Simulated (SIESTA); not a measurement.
The system is YCuF5.

```xyz
7
Lattice="-2.1161 3.4755 4.0333 2.1161 -3.4755 4.0333 2.1161 3.4755 -4.0333" Properties=species:S:1:pos:R:3 pbc="T T T"
Y     0.0000    0.0000    4.0333
Cu    0.0000    0.0000    0.0000
F     0.0000    3.4755    0.0000
F     0.0000    0.0000    6.2463
F     0.0000    0.0000    1.8203
F     2.1161    1.2991    0.0000
F     0.0000    2.1764    4.0333
```

The cell comes from a database or a generator and needn't be the stable form of this composition.

```yaml
Program: SIESTA 5.4.2
Task: single point
Functional: PBEsol
Potentials_or_basis: PseudoDojo 0.4 standard (PBEsol files)
Basis: DZP (energy shift 0.003 Ry; two zetas on semicore shells)
Grid_cutoff: 800 Ry
Energy_shift: 0.003 Ry
k_mesh: 7 × 7 × 7
Occupations: fermi-dirac, width 0.05 eV
Spin: no spin polarisation
```

On this cell: pressure -1.6 GPa; largest force 0.165 eV/Å; band gap on the k mesh none (metal or under the smearing width).

The same run follows on a disturbed copy (atoms moved at random, drawn with an rms of 0.05 Å):

```
CELL_PARAMETERS angstrom
-2.11615 3.47550 4.03327
2.11615 -3.47550 4.03327
2.11615 3.47550 -4.03327
ATOMIC_POSITIONS crystal
Y 0.50486 0.50582 0.00272
Cu 0.99872 0.01205 0.99794
F 0.49190 0.99132 0.49282
F 0.78406 0.77139 0.00490
F 0.22822 0.21313 0.98652
F 0.19287 0.51042 0.69786
F 0.81105 0.50652 0.31686
```

Q: What does the disturbed cell give?

A: The energy (extrapolated to zero smearing) moves by +8.2 meV/atom; pressure -1.2 GPa; largest force 1.101 eV/Å; band gap on the k mesh none (metal or under the smearing width).

Forces in eV/Å, atoms in the order of the input:
```
Y   -0.391 -0.271 -0.041
Cu  -0.089  0.237 -1.071
F    0.436  0.054 -0.018
F    0.074 -0.123  0.618
F    0.083 -0.053  0.449
F   -0.055 -0.354  0.048
F   -0.058  0.512  0.016
```

Stress tensor (GPa, compression positive):
```
-1.65  0.04 -0.10
 0.04 -0.70  0.05
-0.10  0.05 -1.32
```

Caveats: short orbitals over semicore shells can move pressures by several GPa; the basis of atomic orbitals isn't converged, which shifts pressures, moduli and gaps; an odd number of electrons without spin polarisation forces a metal; a magnetic or distorted state may lie lower; the run has no spin polarisation, though such a crystal can be magnetic; semilocal functionals often make such compounds metallic where correlation or magnetic order opens a gap, which also shifts bond lengths.
